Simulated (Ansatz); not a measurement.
# TaCu2: the cost of one run

Computed with Ansatz 0.2.0 (DFT PBE, scalar-relativistic, plane waves, PAW, unless a step's input says otherwise).

### 1 The starting structure

It takes space group I4/mcm (No. 140, tetragonal). Conventional cell: a = 6.232 Å, b = 6.232 Å, c = 5.553 Å, α = 90.00°, β = 90.00°, γ = 90.00°. Ta (site symmetry 422) has 8 Cu at 2.69 Å and 2 Ta at 2.78 Å as nearest neighbours. Around Cu (site symmetry m2m) lie 4 Ta at 2.69 Å and 3 Cu at 3.07 to 3.08 Å.

Coordinates:

```xyz
6
Lattice="-3.1161 3.1161 2.7767 3.1161 -3.1161 2.7767 3.1161 3.1161 -2.7767" Properties=species:S:1:pos:R:3 pbc="T T T"
Ta    0.0000    0.0000    4.1650
Ta    0.0000    0.0000    1.3883
Cu    1.0842    4.2003    0.0000
Cu    2.0318   -1.0842    2.7767
Cu    1.0842    2.0318    2.7767
Cu    2.0318    1.0842    0.0000
```

The cell is invented: species swapped into a database cell of Zr2Ir (I4/mcm, No. 140), with Cu on the Zr sites and Ta on the Ir sites. Lengths come from tabulated atomic sizes and are only a guess.

### 2 Probe: one point on a coarse mesh

File input.yaml:

```yaml
crystal:
  lattice:
    - [-3.11606039, 3.11606039, 2.7766941]
    - [3.11606039, -3.11606039, 2.7766941]
    - [3.11606039, 3.11606039, -2.7766941]
  atoms:
    - { symbol: Ta, position: [0.75, 0.75, 0.0] }
    - { symbol: Ta, position: [0.25, 0.25, 0.0] }
    - { symbol: Cu, position: [0.67397407, 0.17397407, 0.84794813] }
    - { symbol: Cu, position: [0.32602593, 0.82602593, 0.15205187] }
    - { symbol: Cu, position: [0.82602593, 0.67397407, 0.5] }
    - { symbol: Cu, position: [0.17397407, 0.32602593, 0.5] }
basis:
  ecutwfc: 420
kpoints:
  mp_grid: { grid: [4, 4, 4] }
hamiltonian:
  xc: pbe
scf:
  occupations: { method: gaussian, width: 0.1 }
  lower_state_search: "off"
output:
  forces: true
  stress: true
  eigenvalues: true
```

Started as:

```sh
> ansatz run input.yaml --threads 1 --pin off --max-ram 2560MiB --backend cpu --events-out ev --progress --plain --runs-dir out
```

Q: Estimate wall time and peak memory on 1 thread of Intel Xeon 6975P-C (Granite Rapids), shared host.

About 2.4 s, with a peak of 0.43 GiB.
